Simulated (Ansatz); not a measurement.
**C2H6FSi radical: basis-set convergence**

How large a basis does C2H6FSi radical need? Two functionals are run in growing sets.

The runs use Ansatz 0.2.0, Gaussian basis; one geometry, several basis sets.

Plan: PBE0-D4/def2-SVP; ωB97M-V/def2-SVP; PBE0-D4/def2-QZVPP; ωB97M-V/def2-QZVPP; the functionals' def2-TZVPP values are taken from earlier runs.

## (1) The relaxed structure

An earlier PBE0-D4 in a triple-zeta def2 set relaxation fixed the geometry.

SMILES `[CH2]C[SiH2]F`, 10 atoms, charge 0, spin multiplicity 2.

Atoms are counted from 1 here; the program's logs count them from 0.

Bond lengths: C1–C2 1.474 Å, C1–H5 1.082 Å, C1–H6 1.082 Å, C2–Si3 1.878 Å, C2–H7 1.094 Å, C2–H8 1.094 Å, Si3–F4 1.606 Å, Si3–H9 1.483 Å, Si3–H10 1.483 Å. Angles: C2–C1–H5 120.9°, C2–C1–H6 120.9°, H5–C1–H6 117.9°, C1–C2–Si3 106.0°, C1–C2–H7 112.6°, C1–C2–H8 112.6°, Si3–C2–H7 108.5°, Si3–C2–H8 108.5°, H7–C2–H8 108.4°, C2–Si3–F4 111.1°, C2–Si3–H9 110.0°, C2–Si3–H10 110.0°, F4–Si3–H9 107.6°, F4–Si3–H10 107.6°, H9–Si3–H10 110.6°.

## (2) PBE0-D4 in def2-SVP

Contents of in.yaml:

```yaml
crystal:
  periodic: [false, false, false]
  atoms:
    - {symbol: C, position_ang: [-0.524237, 1.379683, 0.164858]}
    - {symbol: C, position_ang: [-0.747273, -0.071651, 0.288148]}
    - {symbol: Si, position_ang: [0.840863, -0.890396, -0.291289]}
    - {symbol: F, position_ang: [0.730669, -2.490012, -0.205179]}
    - {symbol: H, position_ang: [-0.719389, 1.894742, -0.766386]}
    - {symbol: H, position_ang: [-0.063089, 1.941116, 0.966563]}
    - {symbol: H, position_ang: [-0.941720, -0.381122, 1.319501]}
    - {symbol: H, position_ang: [-1.570213, -0.425538, -0.340173]}
    - {symbol: H, position_ang: [1.106795, -0.535505, -1.706222]}
    - {symbol: H, position_ang: [1.970796, -0.472516, 0.573179]}
basis:
  gaussian: {orbitals: def2-SVP}
magnetization: {spin_polarized: true, initial_magnetization: 1}
hamiltonian: {xc: pbe0, dispersion: d4}
output: {orbitals: {seedname: orbitals}}
```

The run is started by

```console
$ ansatz run in.yaml --threads 4 --pin off --events-out ev --progress --plain --max-ram 10444MiB
```

After this run come: ωB97M-V in def2-SVP; PBE0-D4 in def2-QZVPP; ωB97M-V in def2-QZVPP.

Q: Predict the results of all the runs planned. Wanted: PBE0-D4: double and triple zeta above quadruple; ωB97M-V: double and triple zeta above quadruple.

The runs gave:

```
                                       quantity          value
PBE0-D4: double and triple zeta above quadruple  9.32, 0.56 eV
ωB97M-V: double and triple zeta above quadruple  9.53, 0.52 eV
```

PBE0-D4 gains 8.76 eV from double to triple zeta, then 0.56 eV more. Total energies overstate the basis error of differences, where much of it tends to cancel.
